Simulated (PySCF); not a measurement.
# A diatomic session: PdCl

One table from this session's results is given with a row withheld; the runs are named, their logs left out.

The runs use PySCF 2.14.0; Pd x2c-TZVPPall, Cl x2c-TZVPPall, spin-free X2C with a Gaussian nucleus.

Set-up of the first run:

The job is set up so:

```yaml
atoms: Pd, Cl
charge: 0
basis: Pd x2c-TZVPPall, Cl x2c-TZVPPall
Hamiltonian: spin-free X2C with a Gaussian nucleus
basis_functions: 121
electrons_treated: 63
masses_in_u: 105.9035, 34.9689
levels: PBE0, PBE, r²SCAN, PBEsol, PW91, BHandHLYP, LDA, CAM-B3LYP, HF, MP2, SCS-MP2
grid: 80 radial by 434 angular points
occupations: held fixed by the projection of orbital angular momentum
dissociation_limit: Pd + Cl, each in its ground configuration
starting_distance_in_angstrom: 2.155
values_of_2S_to_try: 1, 3
```

Launch:

```
$ OMP_NUM_THREADS=2 python dia.py task.json out
```

Steps of the session up to this table: Set-up; First curve: PBE0; Excited determinants; PBE; r²SCAN (meta-GGA); PBEsol; PW91 (GGA); BHandHLYP; LDA (local density); CAM-B3LYP (range-separated hybrid); UHF.

One of the session's tables, all rows but one given; the rest of the session is left out.

```
      level  Re (Å)  ωe (cm⁻¹)  De (eV)  μ (D)
        UHF   2.347        327     2.58  -7.05
    UHF-MP2   2.202        376     2.39    n/a
UHF-SCS-MP2   2.233        363     2.39    n/a
        LDA   2.170        392     3.63  -3.61
        PBE   2.227        356     3.05  -3.94
     PBEsol   2.195        375     3.32  -3.81
       PW91   2.226        357     3.06  -3.92
     r²SCAN       ?          ?        ?      ?
       PBE0   2.231        364     2.93  -4.75
  BHandHLYP   2.268        355     2.73  -5.52
  CAM-B3LYP   2.242        365     2.80  -4.90
```

Q: Estimate the row for r²SCAN from the others.

As computed: Re (Å): 2.225; ωe (cm⁻¹): 363; De (eV): 3.22; μ (D): -4.45. In the column «Re (Å)» it lies between UHF-MP2 (2.202) and PW91 (2.226).

De is counted to Pd + Cl in their ground configurations.

Limits of these values: The state is the lowest single determinant that the PBE0 search found; with open d or f shells the true ground state can be another one.
